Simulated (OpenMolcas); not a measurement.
# Sm³⁺ among point charges: CASSCF levels and susceptibility

Aim: the splitting of the states of Sm³⁺ in the field of 12 point charges, its lowest levels with spin-orbit coupling and its magnetic susceptibility.

The numbers are computed with OpenMolcas 26.06 (state-averaged CASSCF, spin-orbit coupling by RASSI with atomic mean-field integrals), except any that are marked as measured or tabulated.

## (1) Starting point

| Property | Result |
| --- | --- |
| Species | Sm³⁺ (samarium, Z = 62, 59 electrons) |
| Basis | ANO-RCC-VDZP [7s6p4d2f1g], 68 functions |
| Scalar Hamiltonian | DKH2, point nucleus |
| Inactive shells | 1s 2s 2p 3s 3p 3d 4s 4p 4d 5s 5p |
| Active space | 5 electrons in 7 orbitals (4f) |
| Some configurations of this space | 4f⁵ |
| Orbitals | optimised for the highest spin of each parity, averaged over all roots |

Outer shells as boxes (Hund's rule):

4f5
```
4f [↑ ][↑ ][↑ ][↑ ][↑ ][  ][  ]
```

The ion sits among 12 point charges of -2 e arranged as a cuboctahedron (Oh), 2.3 Å from the ion.

The work runs as a chain of OpenMolcas steps in one folder; each step below is one input file. Labels, J, g values, rates, χT and fits are worked out afterwards by a script from the matrices that RASSI stores. The input lists half of the charges; inversion (Group=XYZ) makes the rest.

## (2) Basis and integrals

Contents of a.inp:

```
&GATEWAY
Coord
1

Sm 0.0 0.0 0.0
Basis=ANO-RCC-VDZP
Group=XYZ
NoMove
AngMom=0.0 0.0 0.0
AMFI
XField
6 Angstrom 0
1.626346 1.626346 0.000000 -2.000000
1.626346 -1.626346 0.000000 -2.000000
0.000000 1.626346 1.626346 -2.000000
0.000000 1.626346 -1.626346 -2.000000
1.626346 0.000000 1.626346 -2.000000
1.626346 0.000000 -1.626346 -2.000000
&SEWARD
```

On the command line:

```sh
OMP_NUM_THREADS=1 MOLCAS_MEM=2252 MOLCAS_PROJECT=a pymolcas a.inp > a.log
```

## (3) Reference wave functions, sextets of odd parity, 21 roots

Contents of a.inp:

```
&RASSCF
FileOrb=start.orb
Symmetry=2
Spin=6
nActEl=5 0 0
Inactive=15 12
Ras2=0 7
CIRoot=21 21 1
SDav=21
CIMx=300
Iter=120 100
PrWF=0.3
OrbListing=Nothing
MaxOrb=0
>>> COPY $Project.JobIph JOB001
```

start.orb holds the contracted functions of the basis, ordered by shell, or the orbitals of the step before.

## (4) Reference wave functions, quartets of odd parity, 162 roots

Contents of a.inp:

```
&RASSCF
FileOrb=start.orb
Symmetry=2
Spin=4
nActEl=5 0 0
Inactive=15 12
Ras2=0 7
CIRoot=162 162 1
SDav=224
CIMx=300
Iter=120 100
PrWF=0.3
OrbListing=Nothing
MaxOrb=0
CIOnly
>>> COPY $Project.JobIph JOB002
```

## (5) Reference wave functions, doublets of odd parity, 162 roots

Contents of a.inp:

```
&RASSCF
FileOrb=start.orb
Symmetry=2
Spin=2
nActEl=5 0 0
Inactive=15 12
Ras2=0 7
CIRoot=162 162 1
SDav=490
CIMx=300
Iter=120 100
PrWF=0.3
OrbListing=Nothing
MaxOrb=0
CIOnly
>>> COPY $Project.JobIph JOB003
```

## (6) State interaction with spin-orbit coupling

Contents of a.inp:

```
&RASSI
NrOfJobIphs=3 21 108 40
1 2 3 4 5 6 7 8 9 10 11 12 13 14 15 16 17 18 19 20 21
1 2 3 4 5 6 7 8 9 10 11 12 13 14 15 16 17 18 19 20 21 22 23 24 25 26 27
28 29 30 31 32 33 34 35 36 37 38 39 40 41 42 43 44 45 46 47 48 49 50 51
52 53 54 55 56 57 58 59 60 61 62 63 64 65 66 67 68 69 70 71 72 73 74 75
76 77 78 79 80 81 82 83 84 85 86 87 88 89 90 91 92 93 94 95 96 97 98 99
100 101 102 103 104 105 106 107 108
1 2 3 4 5 6 7 8 9 10 11 12 13 14 15 16 17 18 19 20 21 22 23 24 25 26 27
28 29 30 31 32 33 34 35 36 37 38 39 40
IphNames
JOB001
JOB002
JOB003
EJob
SpinOrbit
DIPRint=1.0
SOCoupling=1000.0
Subsets=2
Property=9
'ANGMOM' 1 'ANGMOM' 2 'ANGMOM' 3 'MLTPL  1' 1 'MLTPL  1' 2 'MLTPL  1' 3
'AMFI' 1 'AMFI' 2 'AMFI' 3
SOProperty=3
'ANGMOM' 1 'ANGMOM' 2 'ANGMOM' 3
```

Q: Predict the outcome of this session. Wanted: spin-free ground state; first state of the same spin within the active space; lowest level; next level.

**Answer**, as computed:

| quantity | value |
| --- | --- |
| method | CASSCF |
| spin-free ground state | 6T1, 3-fold in its orbital part |
| first state of the same spin within the active space | sextet at 325 cm⁻¹ |
| lowest level | 4-fold Γ8 |
| next level | 114.0 cm⁻¹ |
| χT at 300 K | 0.31 cm³ K/mol |
| effective moment at 300 K | 1.57 μB |

**Reading.** The spin-free ground state (6T1) comes to 100 % from free-ion H terms and keeps the highest spin of the shell. The quartets, doublets rest on orbitals optimised for another spin in at least one step, which raises them against the optimised states. Not all states of the active space went into the spin-orbit step. High states of lower spin are left out of the spin-orbit mixing, and CASSCF puts spin-flip levels too high. Point charges carry no covalency, so the field is a model and not that of real ligands.
